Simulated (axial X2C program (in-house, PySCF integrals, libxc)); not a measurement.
# All-electron X2C curves of CaO⁻

What are the state, bond length, wavenumber and bond energy of CaO⁻, and what does spin–orbit coupling change?

Computed with an in-house X2C program for linear molecules on PySCF integrals. Level: all-electron X2C, Ca dyall-acv3z, O dyall-av3z.

All values are calculated.

### Step 1. The job

The input, task.json:

```json
{"zs": [20, 8], "q": -1, "bas": ["dyall-acv3z", "dyall-av3z"], "levels": ["PBE0", "HF", "TPSS"], "cc": true, "r0": 2.04, "thr": -1.0, "nmax": 90, "npts": 10, "nst": 2, "ntry": 6}
```

Keys: zs atomic numbers; q charge; bas basis sets; levels methods (HF also brings MP2); cc coupled cluster on or off; r0 starting distance in Å; thr threshold in hartree for freezing inner shells (an s shell follows its p shell); nmax most natural virtual spinors; npts points asked for on the curve; nst determinants followed; ntry starts of the search.

The run is started by

```sh
python so2c.py task.json out
```

Spin-free means the one-electron spin-free X2C Hamiltonian; two-component (2c) means X2C with spin–orbit coupling and atomic mean-field two-electron Coulomb and Gaunt terms. Basis: Ca dyall-acv3z contracted to [12s13p7d5f], O dyall-av3z contracted to [7s6p3d2f]; Gaussian nuclei, density fitting. Masses: Ca 39.963 u, O 15.995 u.

Notation: σ, π±, δ± give the projection m of an orbital's angular momentum (0, ±1, ±2), α and β its spin, Λ and M_S the sums; ω is the projection of a spinor's total angular momentum and Ω the sum. Logs are in hartree.

The results follow Hamiltonian by Hamiltonian and level by level.

### Step 2. Search for the lowest determinant

PBE0 moves the distance from 2.040 Å to 1.861 Å and compares determinants there.

Spin-free determinants:

| ΔE (eV) | state | open shells |
| --- | --- | --- |
| 0.00 | M_S = 1/2, Λ = 0 | beyond closed shells: σα |
| 0.93 | M_S = 1/2, Λ = 1 | beyond closed shells: π+α |
| 1.45 | M_S = 1/2, Λ = 1 | beyond closed shells: π+α, π+β, π-α |
| 1.89 | M_S = 3/2, Λ = 1 | beyond closed shells: 2 × σα, π+α |
| 2.03 | M_S = 3/2, Λ = 0 | beyond closed shells: 3 × σα |
| 2.14 | M_S = 3/2, Λ = 0 | beyond closed shells: σα, π+α, π+β, 2 × π-α |
| 2.14 | M_S = 3/2, Λ = 2 | beyond closed shells: σα, 2 × π+α, π+β, π-α |

Two-component determinants:

```
ΔE (eV)    state                                  open shells
   0.00  Ω = 1/2                excess of +ω over −ω: ω = 1/2
   0.93  Ω = 3/2                excess of +ω over −ω: ω = 3/2
   1.45  Ω = 3/2                excess of +ω over −ω: ω = 3/2
   1.90  Ω = 5/2   excess of +ω over −ω: 2 × ω = 1/2, ω = 3/2
   2.03  Ω = 3/2            excess of +ω over −ω: 3 × ω = 1/2
   2.08  Ω = 1/2  excess of +ω over −ω: 2 × ω = -1/2, ω = 3/2
   2.14  Ω = 7/2   excess of +ω over −ω: ω = 1/2, 2 × ω = 3/2
```

### Step 3. PBE0, spin-free

State followed: M_S = 1/2, Λ = 0 (beyond closed shells: σα). The scan is laid around 1.861 Å, a first estimate of the minimum, and this SCF restarts from the orbitals of the search.

Output at 1.861 Å:

```text
spin-free X2C-1e  PBE0
basis functions 175  fitting functions 668  grid points 5075
iter        total energy     max residual
   1       -755.550282340     8.08e-05
   2       -755.550282451     6.30e-05
   3       -755.550282531     2.84e-05
   4       -755.550282559     1.52e-05
   5       -755.550282570     8.32e-06
   6       -755.550282572     3.81e-06
converged
one-electron -1133.81620634  Coulomb 377.69246790  exact exchange -10.97518453  xc functional -33.94751959  nuclear repulsion 45.49615999
```

Along the bond, energies from the lowest point:

```tsv
R (Å)	E (eV)	μ (D)	HOMO (eV)	LUMO (eV)	iterations
1.619	0.8455	3.06	0.45	1.45	33
1.694	0.3567	1.73	0.39	1.48	30
1.749	0.1418	0.86	0.35	1.50	30
1.805	0.0297	0.07	0.30	1.51	30
1.861	0.0000	-0.63	0.25	1.53	6
1.926	0.0456	-1.33	0.19	1.54	34
1.991	0.1559	-1.91	0.13	1.56	31
2.075	0.3608	-2.39	0.04	1.58	58
2.177	0.6582	-2.16	-0.03	1.58	52
2.326	1.0601	-0.75	-0.03	1.62	37
```

Dipoles are positive if O is the positive end and refer to the centre of mass.

Outer orbitals at the reference distance:

```json
{"symmetry": "σα", "occupied": "yes", "ε (eV)": "-23.35", "atomic character": "88% Ca p, 6% O s, 3% O p"}
{"symmetry": "σβ", "occupied": "yes", "ε (eV)": "-23.26", "atomic character": "88% Ca p, 6% O s, 3% O p"}
{"symmetry": "π-α", "occupied": "yes", "ε (eV)": "-23.00", "atomic character": "99% Ca p"}
{"symmetry": "π+α", "occupied": "yes", "ε (eV)": "-23.00", "atomic character": "99% Ca p"}
{"symmetry": "π-β", "occupied": "yes", "ε (eV)": "-22.96", "atomic character": "99% Ca p"}
{"symmetry": "π+β", "occupied": "yes", "ε (eV)": "-22.96", "atomic character": "99% Ca p"}
{"symmetry": "σα", "occupied": "yes", "ε (eV)": "-15.74", "atomic character": "72% O s, 13% Ca p, 8% Ca d"}
{"symmetry": "σβ", "occupied": "yes", "ε (eV)": "-15.66", "atomic character": "72% O s, 13% Ca p, 8% Ca d"}
{"symmetry": "σα", "occupied": "yes", "ε (eV)": "-0.87", "atomic character": "74% O p, 11% Ca d, 7% Ca p"}
{"symmetry": "π-α", "occupied": "yes", "ε (eV)": "-0.86", "atomic character": "80% O p, 13% Ca d, 4% Ca p"}
{"symmetry": "π+α", "occupied": "yes", "ε (eV)": "-0.86", "atomic character": "80% O p, 13% Ca d, 4% Ca p"}
{"symmetry": "π-β", "occupied": "yes", "ε (eV)": "-0.84", "atomic character": "80% O p, 13% Ca d, 4% Ca p"}
{"symmetry": "π+β", "occupied": "yes", "ε (eV)": "-0.84", "atomic character": "80% O p, 13% Ca d, 4% Ca p"}
{"symmetry": "σβ", "occupied": "yes", "ε (eV)": "-0.62", "atomic character": "77% O p, 11% Ca d, 4% Ca p"}
{"symmetry": "σα", "occupied": "yes", "ε (eV)": "0.25", "atomic character": "64% Ca s, 23% Ca p, 8% O p"}
{"symmetry": "π+α", "occupied": "no", "ε (eV)": "1.53", "atomic character": "99% Ca p"}
{"symmetry": "π-α", "occupied": "no", "ε (eV)": "1.53", "atomic character": "99% Ca p"}
{"symmetry": "σα", "occupied": "no", "ε (eV)": "1.57", "atomic character": "83% Ca p, 16% Ca s"}
{"symmetry": "σβ", "occupied": "no", "ε (eV)": "1.73", "atomic character": "61% Ca s, 34% Ca p, 3% O p"}
```

PBE0 fields in the half plane through the axis: z from -2.4 to 4.2 Å across, distance from the axis 0.15 to 2.25 Å upwards; Ca lies at z = 0 and O at z = 1.861 Å; the ELF is damped to zero where the density is low.

log10 density (e/bohr³). Ten even steps from ' ' (-4.36 ) to '@' (1.38 ):
```
::::::::::::::::::::::::::::::::........      
::::::::::::::::::::::::::::::::::::......    
::::::::::::::::::::--------------::::::....  
::::::------------------========----::::....  
::::--------====++==========++======--::::....
::------====++******++++++++**++++====--::....
::------==++**######**++****##****++==--::::..
--------==++####@@##******##%%##**++==--::::..
```

ELF. Ten even steps from '0' (0.00 ) to '9' (0.96 ):
```
89998742000011110000000
99997410000122211100000
99985100000134332110000
99852000000145543321000
99730014530156665432100
98511268883168887643100
97412688687178888764200
97313791818277239864210
```

Re = 1.857 Å, ωe = 707 cm⁻¹, Be = 0.4281 cm⁻¹, De = 3.75 eV, μ = -0.58 D.

### Step 4. HF, spin-free

Output at 1.861 Å:

```text
spin-free X2C-1e  HF
basis functions 175  fitting functions 668  grid points 5075
iter        total energy     max residual
   1       -754.528316575     1.72e-01
   2       -754.550559768     1.12e-02
   3       -754.552038777     3.31e-02
   4       -754.553906849     4.22e-03
   5       -754.554114173     1.18e-03
   6       -754.554209573     1.32e-03
   7       -754.554216006     2.93e-04
   8       -754.554218117     1.63e-04
   9       -754.554218749     1.56e-04
  10       -754.554219648     6.39e-05
  11       -754.554220005     4.85e-05
  12       -754.554220190     3.46e-05
  13       -754.554220241     1.42e-05
  14       -754.554220256     6.80e-06
  15       -754.554220259     3.77e-06
  16       -754.554220259     1.46e-06
converged
one-electron -1133.39173368  Coulomb 377.32610284  exact exchange -43.98474942  xc functional 0.00000000  nuclear repulsion 45.49615999
```

No constants are quoted: the lowest point is the long end of the scan.

### Step 5. TPSS, spin-free

The SCF at the reference distance of 1.861 Å:

```text
spin-free X2C-1e  TPSS
basis functions 175  fitting functions 668  grid points 5075
iter        total energy     max residual
   1       -755.846522472     2.50e-02
   2       -755.848241633     1.63e-02
   3       -755.849415228     4.55e-03
   4       -755.849682544     3.22e-03
   5       -755.849793597     2.52e-03
   6       -755.849828718     5.09e-04
   7       -755.849835063     4.96e-04
   8       -755.849836788     1.02e-04
   9       -755.849837074     7.71e-05
  10       -755.849837177     1.86e-05
  11       -755.849837190     1.33e-05
  12       -755.849837195     3.13e-06
converged
one-electron -1133.61638312  Coulomb 377.48210002  exact exchange 0.00000000  xc functional -45.21171409  nuclear repulsion 45.49615999
```

Re = 1.879 Å, ωe = 685 cm⁻¹, ωexe = 3.5 cm⁻¹, Be = 0.418 cm⁻¹, De = 4.20 eV, μ = 0.51 D.

### Step 6. MP2 and beyond, spin-free

Correlated methods: 9 electrons correlated (frozen shells, counted by type: Ca 3 s, 2 p; O 1 s), 281 virtual spinors in MP2, 89 natural virtuals in coupled cluster.

Output of the correlated part at 1.861 Å:

```text
correlated 9  virtual 281  natural virtual 89  E(MP2) -0.317870521  MP2 remainder -0.005129384
iter   CCSD correlation   residual
   1     -0.279004588   2.08e-01
   2     -0.292495982   1.25e-01
   3     -0.295167203   2.58e-02
   4     -0.295759081   1.28e-02
   5     -0.295717607   4.54e-03
   6     -0.295760192   2.41e-03
   7     -0.295751038   1.10e-03
   8     -0.295733464   5.51e-04
   9     -0.295755529   2.73e-04
  10     -0.295747252   1.13e-04
  11     -0.295749298   5.92e-05
  12     -0.295749710   2.97e-05
  13     -0.295749178   1.27e-05
  14     -0.295749019   5.61e-06
  15     -0.295749078   2.77e-06
  16     -0.295749047   1.35e-06
  17     -0.295749038   6.14e-07
(T) -0.016990717  T1 0.0348  D1 0.0518  max T2 0.052
```

T1 in the output is the amplitude norm over the root of the electron number; divide by √2 for the Lee–Taylor value.

MP2: No constants are quoted: the reference changes its character somewhere along the scan, so the fit is set aside.

CCSD: No constants are quoted: the reference changes its character somewhere along the scan, so the fit is set aside.

CCSD(T): No constants are quoted: the reference changes its character somewhere along the scan, so the fit is set aside.

### Step 7. A higher determinant, spin-free

State: M_S = 1/2, Λ = 1 (beyond closed shells: π+α).

Output at the reference distance:

```text
spin-free X2C-1e  PBE0
basis functions 175  fitting functions 668  grid points 5075
iter        total energy     max residual
   1       -755.516026473     4.96e-05
   2       -755.516026520     3.68e-05
   3       -755.516026550     3.66e-05
   4       -755.516026568     1.50e-05
   5       -755.516026572     3.53e-06
converged
one-electron -1131.73324312  Coulomb 375.58077806  exact exchange -10.95840592  xc functional -33.90131558  nuclear repulsion 45.49615999
```

```tsv
R (Å)	E above the lowest PBE0 point (eV)
1.619	1.471
1.694	1.085
1.749	0.943
1.805	0.899
1.861	0.932
1.926	1.044
1.991	1.207
2.075	1.436
2.177	1.702
```

No constants are quoted: the solution changes its character somewhere along the scan, so the fit is set aside.

### Step 8. The spin-free curves together

Energy (eV) of the followed determinant, spin-free, from each level's lowest point:

```tsv
R (Å)	PBE0	HF (jumps)	MP2 (its reference jumps)	CCSD (its reference jumps)	CCSD(T) (its reference jumps)	TPSS
1.619	0.845	1.655	1.444	n/a	n/a	0.979
1.694	0.357	1.058	0.781	0.689	0.743	0.444
1.749	0.142	0.772	0.444	0.369	0.410	0.198
1.805	0.030	0.600	0.216	0.161	0.190	0.057
1.861	0.000	0.523	0.076	0.044	0.060	0.000
1.926	0.046	0.529	0.001	0.000	0.000	0.017
1.991	0.156	0.616	0.000	0.034	0.015	0.102
2.075	0.361	0.815	0.086	0.163	0.119	0.281
2.177	0.658	1.072	1.330	n/a	n/a	0.564
2.326	1.060	0.000	2.008	n/a	n/a	1.029
```

### Step 9. PBE0, 2c

State followed: Ω = 1/2 (excess of +ω over −ω: ω = 1/2). The scan is laid around 1.861 Å, a first estimate of the minimum, and this SCF restarts from the orbitals of the search.

Output at 1.861 Å:

```text
two-component X2C + atomic mean field  PBE0
basis functions 175  fitting functions 668  grid points 5075
iter        total energy     max residual
   1       -755.411319258     3.48e-05
   2       -755.411319262     1.64e-05
converged
one-electron -1133.45439926  Coulomb 377.59974799  exact exchange -10.97249133  xc functional -33.93918993  nuclear repulsion 45.49615999  atomic mean-field constant -0.14114672
```

Along the bond, energies from the lowest point:

```tsv
R (Å)	E (eV)	μ (D)	HOMO (eV)	LUMO (eV)	iterations
1.619	0.8443	3.07	0.45	1.45	34
1.694	0.3559	1.74	0.39	1.48	32
1.749	0.1414	0.86	0.35	1.50	36
1.805	0.0295	0.08	0.30	1.51	33
1.861	0.0000	-0.62	0.25	1.53	2
1.926	0.0459	-1.32	0.19	1.54	31
1.991	0.1563	-1.90	0.13	1.56	31
2.075	0.3616	-2.39	0.04	1.58	39
2.177	0.6594	-2.17	-0.03	1.58	41
2.326	1.0621	-0.75	-0.03	1.62	37
```

Dipoles are positive if O is the positive end and refer to the centre of mass.

Outer spinors at the reference distance:

```
   ω  occupied  ε (eV)            atomic character     λ mixture
 1/2       yes  -23.42    90% Ca p, 5% O s, 2% O p  82% σ, 18% π
-1/2       yes  -23.35            91% Ca p, 4% O s  70% σ, 30% π
-1/2       yes  -23.00            95% Ca p, 2% O s  70% π, 30% σ
 1/2       yes  -23.00                    97% Ca p  82% π, 18% σ
 3/2       yes  -22.87                    99% Ca p        100% π
-3/2       yes  -22.83                    99% Ca p        100% π
 1/2       yes  -15.74  71% O s, 13% Ca p, 8% Ca d        100% σ
-1/2       yes  -15.66  71% O s, 13% Ca p, 8% Ca d        100% σ
 1/2       yes   -0.87  75% O p, 11% Ca d, 6% Ca p  86% σ, 14% π
-1/2       yes   -0.87  80% O p, 13% Ca d, 4% Ca p        100% π
 3/2       yes   -0.85  79% O p, 13% Ca d, 4% Ca p        100% π
 1/2       yes   -0.85  79% O p, 13% Ca d, 4% Ca p  86% π, 14% σ
-3/2       yes   -0.83  80% O p, 13% Ca d, 4% Ca p        100% π
-1/2       yes   -0.63  77% O p, 11% Ca d, 4% Ca p        100% σ
 1/2       yes    0.25  64% Ca s, 23% Ca p, 8% O p        100% σ
-1/2        no    1.53                    99% Ca p        100% π
 3/2        no    1.53                    99% Ca p        100% π
 1/2        no    1.57          83% Ca p, 16% Ca s        100% σ
-1/2        no    1.73  61% Ca s, 34% Ca p, 3% O p        100% σ
```

PBE0 fields in the half plane through the axis: z from -2.4 to 4.2 Å across, distance from the axis 0.15 to 2.25 Å upwards; Ca lies at z = 0 and O at z = 1.861 Å; the ELF is damped to zero where the density is low.

log10 density (e/bohr³). Ten even steps from '0' (-4.36 ) to '9' (1.38 ):
```
22222222222222221111000
22222222222222222211100
22222222223333333222110
22233333333344443322110
22333344544444544432211
23334456665555655443211
23334567776566766543221
33334577976667876543221
```

ELF. Ten even steps from '0' (0.00 ) to '9' (0.96 ):
```
89998742000011100000000
99997410000122211100000
99985100000134332110000
99852000000145544321000
99730014530156665432100
98511268883168887643100
97412688687178888764200
97313791818277239864210
```

Re = 1.856 Å, ωe = 707 cm⁻¹, Be = 0.4282 cm⁻¹, De = 3.76 eV, μ = -0.56 D.

### Step 10. HF, 2c

The SCF at the reference distance of 1.861 Å:

```text
two-component X2C + atomic mean field  HF
basis functions 175  fitting functions 668  grid points 5075
iter        total energy     max residual
   1       -754.389603320     1.72e-01
   2       -754.411837097     1.12e-02
   3       -754.413319219     3.31e-02
   4       -754.415186950     4.21e-03
   5       -754.415393497     1.18e-03
   6       -754.415488712     1.32e-03
   7       -754.415495130     2.92e-04
   8       -754.415497233     1.63e-04
   9       -754.415497862     1.56e-04
  10       -754.415498755     5.97e-05
  11       -754.415499110     4.48e-05
  12       -754.415499293     3.45e-05
  13       -754.415499343     1.41e-05
  14       -754.415499358     6.08e-06
  15       -754.415499361     4.15e-06
  16       -754.415499362     1.46e-06
converged
one-electron -1133.02990164  Coulomb 377.23339581  exact exchange -43.97400680  xc functional 0.00000000  nuclear repulsion 45.49615999  atomic mean-field constant -0.14114672
```

No constants are quoted: the solution changes its character somewhere along the scan, so the fit is set aside.

### Step 11. TPSS, 2c

The SCF at the reference distance of 1.861 Å:

```text
two-component X2C + atomic mean field  TPSS
basis functions 175  fitting functions 668  grid points 5075
iter        total energy     max residual
   1       -755.707484083     2.50e-02
   2       -755.709200709     1.64e-02
   3       -755.710374520     4.54e-03
   4       -755.710641589     3.25e-03
   5       -755.710754135     2.50e-03
   6       -755.710789177     5.31e-04
   7       -755.710795707     4.99e-04
   8       -755.710797428     9.56e-05
   9       -755.710797714     7.67e-05
  10       -755.710797815     1.85e-05
  11       -755.710797829     1.33e-05
  12       -755.710797833     3.14e-06
converged
one-electron -1133.25566953  Coulomb 377.39057480  exact exchange 0.00000000  xc functional -45.20071637  nuclear repulsion 45.49615999  atomic mean-field constant -0.14114672
```

Re = 1.879 Å, ωe = 685 cm⁻¹, ωexe = 3.5 cm⁻¹, Be = 0.4181 cm⁻¹, De = 4.20 eV, μ = 0.53 D.

### Step 12. MP2 and beyond, 2c

Correlated methods: 9 electrons correlated (frozen shells, counted by type: Ca 3 s, 2 p; O 1 s), 281 virtual spinors in MP2, 90 natural virtuals in coupled cluster.

Output of the correlated part at 1.861 Å:

```text
correlated 9  virtual 281  natural virtual 90  E(MP2) -0.317848841  MP2 remainder -0.004867718
iter   CCSD correlation   residual
   1     -0.279196394   2.09e-01
   2     -0.292686897   1.25e-01
   3     -0.295369032   2.58e-02
   4     -0.295961381   1.28e-02
   5     -0.295921122   4.55e-03
   6     -0.295962580   2.41e-03
   7     -0.295954054   1.10e-03
   8     -0.295936281   5.51e-04
   9     -0.295958327   2.73e-04
  10     -0.295950130   1.13e-04
  11     -0.295952121   5.91e-05
  12     -0.295952538   2.96e-05
  13     -0.295952010   1.27e-05
  14     -0.295951850   5.62e-06
  15     -0.295951906   2.78e-06
  16     -0.295951875   1.35e-06
  17     -0.295951866   6.11e-07
(T) -0.017031024  T1 0.0348  D1 0.0519  max T2 0.052
```

MP2: No constants are quoted: the reference changes its character somewhere along the scan, so the fit is set aside.

CCSD: No constants are quoted: the reference changes its character somewhere along the scan, so the fit is set aside.

CCSD(T): No constants are quoted: the reference changes its character somewhere along the scan, so the fit is set aside.

### Step 13. A higher determinant, 2c

State: Ω = 3/2 (excess of +ω over −ω: ω = 3/2).

Output at the reference distance:

```text
two-component X2C + atomic mean field  PBE0
basis functions 175  fitting functions 668  grid points 5075
iter        total energy     max residual
   1       -755.377079171     7.21e-05
   2       -755.377079174     2.28e-05
   3       -755.377079181     6.48e-05
   4       -755.377079193     1.87e-05
   5       -755.377079201     9.95e-06
converged
one-electron -1131.36923340  Coulomb 375.48591894  exact exchange -10.95573776  xc functional -33.89304025  nuclear repulsion 45.49615999  atomic mean-field constant -0.14114672
```

```tsv
R (Å)	E above the lowest PBE0 point (eV)
1.619	1.469
1.694	1.083
1.749	0.942
1.805	0.898
1.861	0.932
1.926	1.044
1.991	1.208
2.075	1.438
2.177	1.705
```

No constants are quoted: the solution changes its character somewhere along the scan, so the fit is set aside.

### Step 14. The 2c curves together

Energy (eV) of the followed determinant, 2c, from each level's lowest point:

```tsv
R (Å)	PBE0	HF (jumps)	MP2 (its reference jumps)	CCSD (its reference jumps)	CCSD(T) (its reference jumps)	TPSS
1.619	0.844	1.796	1.443	n/a	n/a	0.978
1.694	0.356	1.199	0.780	0.688	0.742	0.444
1.749	0.141	0.913	0.444	0.368	0.409	0.198
1.805	0.030	0.741	0.215	0.160	0.189	0.056
1.861	0.000	0.664	0.076	0.044	0.060	0.000
1.926	0.046	0.670	0.001	0.000	0.000	0.017
1.991	0.156	0.757	0.000	0.034	0.016	0.102
2.075	0.362	0.957	0.086	0.163	0.120	0.281
2.177	0.659	0.000	1.893	n/a	n/a	0.565
2.326	1.062	0.139	2.005	n/a	n/a	1.030
```

Time for the job: 3.2 min (1 thread of Arm Neoverse V1, shared host); peak memory 0.58 GiB.

### Step 15. Results

Lowest determinant that the search found at its distance, spin-free: M_S = 1/2, Λ = 0 (beyond closed shells: σα).

Lowest determinant that the search found at its distance, 2c: Ω = 1/2 (excess of +ω over −ω: ω = 1/2).

| Hamiltonian | level | Re (Å) | ωe (cm⁻¹) | De (eV) |
| --- | --- | --- | --- | --- |
| spin-free | PBE0 | 1.857 | 707 | 3.75 |
| spin-free | TPSS | 1.879 | 685 | 4.20 |
| 2c | PBE0 | 1.856 | 707 | 3.76 |
| 2c | TPSS | 1.879 | 685 | 4.20 |

No constants: spin-free HF (the lowest point is the long end of the scan); spin-free MP2 (the reference changes its character somewhere along the scan, so the fit is set aside); spin-free CCSD (the reference changes its character somewhere along the scan, so the fit is set aside); spin-free CCSD(T) (the reference changes its character somewhere along the scan, so the fit is set aside); 2c HF (the solution changes its character somewhere along the scan, so the fit is set aside); 2c MP2 (the reference changes its character somewhere along the scan, so the fit is set aside); 2c CCSD (the reference changes its character somewhere along the scan, so the fit is set aside); 2c CCSD(T) (the reference changes its character somewhere along the scan, so the fit is set aside).

Time per point (s) on 1 thread of Arm Neoverse V1, shared host (2c runs); the times are rough: PBE0 1.4, TPSS 1.8.

What this shows: At PBE0, going from spin-free to two-component changes Re by 0 mÅ, ωe by 0.0 %, which is small (part of it comes from the scalar share of the two-electron terms). De moves by 0.00 eV; both De rest on single-determinant atoms, which can miss part of an open shell's spin–orbit lowering. The highest occupied level is positive at the mean-field levels quoted, but negative in the Hartree–Fock runs, so self-interaction plays a part.

De refers to Ca + O-, each in the lowest determinant found, which need not be this curve's own limit. The state is a single determinant with fixed occupations, the lowest that a limited PBE0 search found. Dissociation energies refer to the lowest single-determinant-based atoms at the same level and basis. Density functionals use the spin component along the axis (collinear). The meta-GGAs lack a current-density term, which matters for open shells with orbital currents, atoms included. At some level an empty orbital lies below a filled one.
